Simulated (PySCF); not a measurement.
# C3H4Si (SMILES C#C[C][SiH3]): UHF/6-31G(d) (density fitting with cc-pvtz-jkfit, spherical functions)

We compute a geometry optimisation of C3H4Si. 

The results are computed with PySCF 2.14.0.

4 further runs of the same task are left out: 1 that didn't finish, 3 set aside as unsound or not needed.

## 1. The structure to begin with

The species is C3H4Si (8 atoms), meant as a triplet with charge 0. As SMILES, `C#C[C][SiH3]`. The shape is that of a GFN2-xTB optimisation. The run starts from this shape.

Bond lengths: C1–C2 1.250 Å, C2–C3 1.282 Å, C3–Si4 1.819 Å, C1–H5 1.048 Å, Si4–H6 1.468 Å, Si4–H7 1.468 Å, Si4–H8 1.468 Å. Angles: C1–C2–C3 179.9°, C2–C3–Si4 178.6°, C2–C1–H5 179.5°, C3–Si4–H6 108.9°, C3–Si4–H7 108.9°, C3–Si4–H8 108.9°, H6–Si4–H7 110.1°, H6–Si4–H8 110.0°, H7–Si4–H8 110.1°.

## 2. A structure relaxation at UHF/6-31G(d) (density fitting with cc-pvtz-jkfit, spherical functions)

The input, input.py:

```python
from pyscf import gto
from pyscf.geomopt.geometric_solver import kernel as optimise

mol = gto.Mole()
mol.atom = '''
C      0.149099     2.781186    -4.264073
C      0.100949     1.486780    -2.289573
C      0.055199     0.158302    -0.263182
Si    -0.091085    -1.708482     2.619009
H      0.173628     3.870613    -5.918131
H     -1.463083    -0.269078     4.553390
H      2.493116    -2.234015     3.478929
H     -1.417824    -4.085323     2.083650
'''
mol.basis = '6-31g*'
mol.charge = 0
mol.verbose = 3
mol.unit = 'bohr'
mol.max_memory = 1860
mol.spin = 2
mol.build()

myscf = mol.UHF()
myscf = myscf.density_fit(auxbasis='cc-pvtz-jkfit')
myscf.conv_tol = 1e-10
converged, mol_eq = optimise(myscf, maxsteps=60, convergence_set='GAU_TIGHT')
print('converged:', converged)
print(mol_eq.tostring())

myscf.reset(mol_eq)
mol = mol_eq
myscf.kernel()
if not myscf.converged:
    myscf = myscf.newton().run(myscf.mo_coeff, myscf.mo_occ)
e_tot = myscf.e_tot
print('E = %.10f Eh' % e_tot)
```

Launch:

```console
$ OMP_NUM_THREADS=1 python input.py
```

Q: Predict the results. Wanted: total energy at the end; dipole moment; HOMO energy; LUMO energy; ⟨S²⟩.

Computed results:

Level: UHF/6-31G* (density fitting with cc-pvtz-jkfit, spherical functions).

| quantity | value |
| --- | --- |
| total energy at the end | -404.73178 Eh |
| dipole moment | 0.52 D |
| HOMO energy (highest over α and β) | -9.94 eV |
| LUMO energy (lowest over α and β) | 2.38 eV |
| ⟨S²⟩ | 2.417 |

In words: At the final geometry: Bond lengths: C1–C2 1.297 Å, C2–C3 1.280 Å, C3–Si4 1.830 Å, C1–H5 1.062 Å, Si4–H6 1.473 Å, Si4–H7 1.473 Å, Si4–H8 1.473 Å. Angles: C1–C2–C3 173.3°, C2–C3–Si4 176.8°, C2–C1–H5 149.3°, C3–Si4–H6 109.7°, C3–Si4–H7 109.4°, C3–Si4–H8 109.7°, H6–Si4–H7 109.4°, H6–Si4–H8 109.3°, H7–Si4–H8 109.3°. ⟨S²⟩ is 2.42 where a pure triplet has 2.00: the reference is spin-contaminated. The optimisation took 33 steps and changed the energy by -0.054 eV.
